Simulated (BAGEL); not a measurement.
**One shape, several levels: doublet CH7BGe+**

Aim: a comparison of 4 runs (UHF/STO-3G, ROHF/6-31G*, UHF/6-31G*, ROHF/def2-SVP) of doublet CH7BGe+. 

The calculation is run with BAGEL 1.2.2.

7 further runs of the same task are left out: 6 that didn't finish, 1 set aside as unsound or not needed.

**1. The structure to begin with**

The species is CH7BGe+ (10 atoms), meant as a doublet with charge +1. SMILES of the parent species: `C[BH][GeH3]`. The shape is that of a PBE0-D4/def2-TZVP optimisation. That shape belongs to the parent species and isn't relaxed for this state.

Bond lengths: C1–B2 1.548 Å, B2–Ge3 2.066 Å, C1–H4 1.093 Å, C1–H5 1.106 Å, C1–H6 1.091 Å, B2–H7 1.200 Å, Ge3–H8 1.544 Å, Ge3–H9 1.542 Å, Ge3–H10 1.542 Å. Some angles: C1–B2–Ge3 123.5°, C1–B2–H7 119.3°, Ge3–B2–H7 117.1°, B2–C1–H4 114.7°, B2–C1–H5 102.9°, B2–C1–H6 116.2°, B2–Ge3–H8 109.4°, B2–Ge3–H9 113.8°, B2–Ge3–H10 112.1°, H4–C1–H5 105.3°.

**2. The energy at UHF/STO-3G (density fitting with cc-pvqz-jkfit) (run 1)**

calc.json

```json
{ "bagel" : [

{
  "title" : "molecule",
  "basis" : "sto-3g",
  "df_basis" : "cc-pvqz-jkfit",
  "angstrom" : "true",
  "geometry" : [
    { "atom" : "C", "xyz" : [      -1.211300,       0.848000,      -0.579700 ] },
    { "atom" : "B", "xyz" : [      -0.013900,      -0.123000,      -0.719700 ] },
    { "atom" : "Ge", "xyz" : [       1.111300,      -0.784600,       0.881600 ] },
    { "atom" : "H", "xyz" : [      -1.972600,       0.748500,      -1.357000 ] },
    { "atom" : "H", "xyz" : [      -0.747300,       1.837300,      -0.749600 ] },
    { "atom" : "H", "xyz" : [      -1.677100,       0.898700,       0.405800 ] },
    { "atom" : "H", "xyz" : [       0.326000,      -0.481700,      -1.813000 ] },
    { "atom" : "H", "xyz" : [       0.918400,      -2.307400,       1.048300 ] },
    { "atom" : "H", "xyz" : [       0.729200,      -0.128900,       2.224000 ] },
    { "atom" : "H", "xyz" : [       2.620500,      -0.558300,       0.662100 ] }
  ]
},

{
  "title" : "uhf",
  "charge" : 1,
  "nopen" : 1
},

{
  "title" : "print",
  "file" : "orbitals.molden",
  "orbitals" : "true"
}

]}
```

Launch:

```bash
$ BAGEL_NUM_THREADS=1 BAGEL calc.json > calc.out
```

What it wrote:

```text
* using 1 threads per process

  ===============================================================
  ===============================================================

  *** Geometry ***

  { "atom" : "C", "xyz" : [     -2.289025,      1.602488,     -1.095474 ] },
  { "atom" : "B", "xyz" : [     -0.026267,     -0.232436,     -1.360036 ] },
  { "atom" : "Ge", "xyz" : [      2.100053,     -1.482679,      1.665983 ] },
  { "atom" : "H", "xyz" : [     -3.727674,      1.414460,     -2.564358 ] },
  { "atom" : "H", "xyz" : [     -1.412192,      3.471994,     -1.416539 ] },
  { "atom" : "H", "xyz" : [     -3.169260,      1.698297,      0.766851 ] },
  { "atom" : "H", "xyz" : [      0.616051,     -0.910281,     -3.426073 ] },
  { "atom" : "H", "xyz" : [      1.735524,     -4.360354,      1.981000 ] },
  { "atom" : "H", "xyz" : [      1.377988,     -0.243586,      4.202751 ] },
  { "atom" : "H", "xyz" : [      4.952027,     -1.055034,      1.251188 ] },

  Number of auxiliary basis functions:      787

  Since a DF basis is specified, we compute 2- and 3-index integrals:
    o Being stored without compression. Storage requirement is 0.008 GB

  Number of basis functions:       35
  Number of electrons      :       50

    * METHOD: MOLECULE                             0.76

  *** Open-shell HF ***

  === Nuclear Repulsion ===
   160.4913159198

      * DIIS with orbital gradients will be used.

  === UHF iteration (sto-3g) ===
      0      -2117.22579608          0.02039614           0.13
      1      -2117.28825185          0.00481383           0.12
      2      -2117.29206478          0.00163719           0.12
      3      -2117.29268918          0.00064326           0.12
      4      -2117.29282061          0.00028990           0.12
      5      -2117.29286720          0.00013745           0.12
      6      -2117.29287960          0.00008934           0.12
      7      -2117.29288654          0.00004787           0.12
      8      -2117.29288922          0.00001938           0.12
      9      -2117.29288975          0.00000762           0.12
     10      -2117.29288982          0.00000440           0.12
     11      -2117.29288985          0.00000177           0.12
     12      -2117.29288985          0.00000076           0.12
     13      -2117.29288985          0.00000035           0.12
     14      -2117.29288985          0.00000018           0.12
     15      -2117.29288985          0.00000007           0.12
     16      -2117.29288985          0.00000003           0.12
     17      -2117.29288985          0.00000002           0.12
     18      -2117.29288985          0.00000001           0.12
     19      -2117.29288985          0.00000001           0.12
    * SCF iteration converged.

    * S^2 (UHF) is 0.7533

    * Permanent dipole moment:
           (    0.418307,    -0.307700,     0.735842) a.u.

    * METHOD: UHF                                  2.55

    * METHOD: PRINT                                0.00

  ===============================================================
```

Run time: 3.6 s. Hardware: 1 thread of Intel Xeon Platinum 8259CL at 2.50GHz (Skylake/Cascade Lake), shared host; peak memory 0.093 GiB.

**3. The energy at ROHF/6-31G(d) (density fitting with cc-pvqz-jkfit, spherical functions) (run 2)**

job.json

```json
{ "bagel" : [

{
  "title" : "molecule",
  "basis" : "6-31gs.json",
  "df_basis" : "cc-pvqz-jkfit",
  "angstrom" : true,
  "geometry" : [
    { "atom" : "C", "xyz" : [      -1.211300,       0.848000,      -0.579700 ] },
    { "atom" : "B", "xyz" : [      -0.013900,      -0.123000,      -0.719700 ] },
    { "atom" : "Ge", "xyz" : [       1.111300,      -0.784600,       0.881600 ] },
    { "atom" : "H", "xyz" : [      -1.972600,       0.748500,      -1.357000 ] },
    { "atom" : "H", "xyz" : [      -0.747300,       1.837300,      -0.749600 ] },
    { "atom" : "H", "xyz" : [      -1.677100,       0.898700,       0.405800 ] },
    { "atom" : "H", "xyz" : [       0.326000,      -0.481700,      -1.813000 ] },
    { "atom" : "H", "xyz" : [       0.918400,      -2.307400,       1.048300 ] },
    { "atom" : "H", "xyz" : [       0.729200,      -0.128900,       2.224000 ] },
    { "atom" : "H", "xyz" : [       2.620500,      -0.558300,       0.662100 ] }
  ]
},

{
  "title" : "rohf",
  "charge" : 1,
  "nopen" : 1
},

{
  "title" : "print",
  "file" : "orbitals.molden",
  "orbitals" : true
}

]}
```

The basis set 6-31G* is read from a file made from the Basis Set Exchange's data (not shown).

Launch:

```bash
$ BAGEL_NUM_THREADS=1 BAGEL job.json > job.out
```

What it wrote:

```text
* using 1 threads per process

  ===============================================================
  ===============================================================

  *** Geometry ***

  { "atom" : "C", "xyz" : [     -2.289025,      1.602488,     -1.095474 ] },
  { "atom" : "B", "xyz" : [     -0.026267,     -0.232436,     -1.360036 ] },
  { "atom" : "Ge", "xyz" : [      2.100053,     -1.482679,      1.665983 ] },
  { "atom" : "H", "xyz" : [     -3.727674,      1.414460,     -2.564358 ] },
  { "atom" : "H", "xyz" : [     -1.412192,      3.471994,     -1.416539 ] },
  { "atom" : "H", "xyz" : [     -3.169260,      1.698297,      0.766851 ] },
  { "atom" : "H", "xyz" : [      0.616051,     -0.910281,     -3.426073 ] },
  { "atom" : "H", "xyz" : [      1.735524,     -4.360354,      1.981000 ] },
  { "atom" : "H", "xyz" : [      1.377988,     -0.243586,      4.202751 ] },
  { "atom" : "H", "xyz" : [      4.952027,     -1.055034,      1.251188 ] },

  Number of auxiliary basis functions:      787

  Since a DF basis is specified, we compute 2- and 3-index integrals:
    o Being stored without compression. Storage requirement is 0.034 GB

  Number of basis functions:       74
  Number of electrons      :       50

    * METHOD: MOLECULE                             0.96

  *** Open-shell HF ***

  === Nuclear Repulsion ===
   160.4913159198

      * DIIS with orbital gradients will be used.

  === ROHF iteration (6-31gs.json) ===
      0      -2141.22468652          0.02318950           0.28
      1      -2141.30565297          0.00963738           0.27
      2      -2141.31661127          0.00443845           0.27
      3      -2141.31932529          0.00170550           0.29
      4      -2141.32026813          0.00075208           0.28
      5      -2141.32056811          0.00039029           0.27
      6      -2141.32067734          0.00014055           0.27
      7      -2141.32073103          0.00008368           0.27
      8      -2141.32074052          0.00004034           0.28
      9      -2141.32074306          0.00001507           0.27
     10      -2141.32074208          0.00000632           0.27
     11      -2141.32074152          0.00000304           0.27
     12      -2141.32074134          0.00000134           0.27
     13      -2141.32074130          0.00000063           0.27
     14      -2141.32074136          0.00000037           0.27
     15      -2141.32074138          0.00000023           0.28
     16      -2141.32074139          0.00000013           0.27
     17      -2141.32074140          0.00000008           0.27
     18      -2141.32074140          0.00000004           0.27
     19      -2141.32074140          0.00000002           0.27
     20      -2141.32074140          0.00000001           0.27
    * SCF iteration converged.

    * S^2 (ROHF) is 0.7500

    * Permanent dipole moment:
           (    0.517615,    -0.370267,     0.784682) a.u.

    * METHOD: ROHF                                 6.10

    * METHOD: PRINT                                0.01

  ===============================================================
```

It took 7.5 s on 1 thread of Intel Xeon Platinum 8259CL at 2.50GHz (Skylake/Cascade Lake), shared host; peak memory 0.16 GiB.

Run 3 isn't shown in full; the table further down has it.

**4. A single-point energy at ROHF/def2-SVP (density fitting with cc-pvqz-jkfit) (run 4)**

input.json

```json
{ "bagel" : [

{
  "title" : "molecule",
  "basis" : "svp",
  "df_basis" : "cc-pvqz-jkfit",
  "angstrom" : "true",
  "geometry" : [
    { "atom" : "C", "xyz" : [      -1.211300,       0.848000,      -0.579700 ] },
    { "atom" : "B", "xyz" : [      -0.013900,      -0.123000,      -0.719700 ] },
    { "atom" : "Ge", "xyz" : [       1.111300,      -0.784600,       0.881600 ] },
    { "atom" : "H", "xyz" : [      -1.972600,       0.748500,      -1.357000 ] },
    { "atom" : "H", "xyz" : [      -0.747300,       1.837300,      -0.749600 ] },
    { "atom" : "H", "xyz" : [      -1.677100,       0.898700,       0.405800 ] },
    { "atom" : "H", "xyz" : [       0.326000,      -0.481700,      -1.813000 ] },
    { "atom" : "H", "xyz" : [       0.918400,      -2.307400,       1.048300 ] },
    { "atom" : "H", "xyz" : [       0.729200,      -0.128900,       2.224000 ] },
    { "atom" : "H", "xyz" : [       2.620500,      -0.558300,       0.662100 ] }
  ]
},

{ "title" : "rohf", "charge" : 1, "nopen" : 1 },

{ "title" : "print", "file" : "orbitals.molden", "orbitals" : "true" }

]}
```

Launch:

```bash
$ BAGEL_NUM_THREADS=1 BAGEL input.json > input.out
```

What it wrote:

```text
* using 1 threads per process

  ===============================================================
  ===============================================================

  *** Geometry ***

  { "atom" : "C", "xyz" : [     -2.289025,      1.602488,     -1.095474 ] },
  { "atom" : "B", "xyz" : [     -0.026267,     -0.232436,     -1.360036 ] },
  { "atom" : "Ge", "xyz" : [      2.100053,     -1.482679,      1.665983 ] },
  { "atom" : "H", "xyz" : [     -3.727674,      1.414460,     -2.564358 ] },
  { "atom" : "H", "xyz" : [     -1.412192,      3.471994,     -1.416539 ] },
  { "atom" : "H", "xyz" : [     -3.169260,      1.698297,      0.766851 ] },
  { "atom" : "H", "xyz" : [      0.616051,     -0.910281,     -3.426073 ] },
  { "atom" : "H", "xyz" : [      1.735524,     -4.360354,      1.981000 ] },
  { "atom" : "H", "xyz" : [      1.377988,     -0.243586,      4.202751 ] },
  { "atom" : "H", "xyz" : [      4.952027,     -1.055034,      1.251188 ] },

  Number of auxiliary basis functions:      787

  Since a DF basis is specified, we compute 2- and 3-index integrals:
    o Being stored without compression. Storage requirement is 0.057 GB

  Number of basis functions:       95
  Number of electrons      :       50

    * METHOD: MOLECULE                             1.03

  *** Open-shell HF ***

  === Nuclear Repulsion ===
   160.4913159198

      * DIIS with orbital gradients will be used.

  === ROHF iteration (svp) ===
      0      -2141.18701935          0.02245427           0.38
      1      -2141.28586967          0.00983733           0.37
      2      -2141.30046954          0.00449694           0.38
      3      -2141.30411569          0.00139266           0.37
      4      -2141.30521320          0.00062705           0.37
      5      -2141.30557188          0.00035899           0.37
      6      -2141.30572384          0.00012785           0.39
      7      -2141.30579579          0.00007506           0.37
      8      -2141.30581223          0.00002724           0.37
      9      -2141.30581270          0.00001077           0.37
     10      -2141.30581240          0.00000392           0.37
     11      -2141.30581168          0.00000182           0.38
     12      -2141.30581158          0.00000077           0.37
     13      -2141.30581154          0.00000039           0.37
     14      -2141.30581155          0.00000023           0.37
     15      -2141.30581157          0.00000013           0.37
     16      -2141.30581158          0.00000007           0.37
     17      -2141.30581159          0.00000004           0.37
     18      -2141.30581159          0.00000002           0.37
     19      -2141.30581159          0.00000001           0.38
    * SCF iteration converged.

    * S^2 (ROHF) is 0.7500

    * Permanent dipole moment:
           (    0.538506,    -0.390020,     0.793309) a.u.

    * METHOD: ROHF                                 7.91

    * METHOD: PRINT                                0.02

  ===============================================================
```

It took 9.3 s on 1 thread of Intel Xeon Platinum 8259CL at 2.50GHz (Skylake/Cascade Lake), shared host; peak memory 0.2 GiB.

**5. Overview of the runs**

| run | level | energy (Eh) | ⟨S²⟩ | wall time |
| --- | --- | --- | --- | --- |
| 1 | UHF/STO-3G (density fitting with cc-pvqz-jkfit) | -2117.292890 | 0.753 | 3.6 s |
| 2 | ROHF/6-31G* (density fitting with cc-pvqz-jkfit, spherical functions) | -2141.320741 | 0.750 | 7.5 s |
| 3 | UHF/6-31G* (density fitting with cc-pvqz-jkfit, spherical functions) | -2141.323298 | 0.757 | 9.3 s |
| 4 | ROHF/def2-SVP (density fitting with cc-pvqz-jkfit) | -2141.305812 | 0.750 | 9.3 s |

**6. What came out**

| quantity | value |
| --- | --- |
| run 4: total energy | -2141.30581 Eh |
| run 4: ⟨S²⟩ | 0.750 |

In words: In run 1 the basis is minimal, so the values are rough. All runs together took 30 s, the longest 9.3 s.
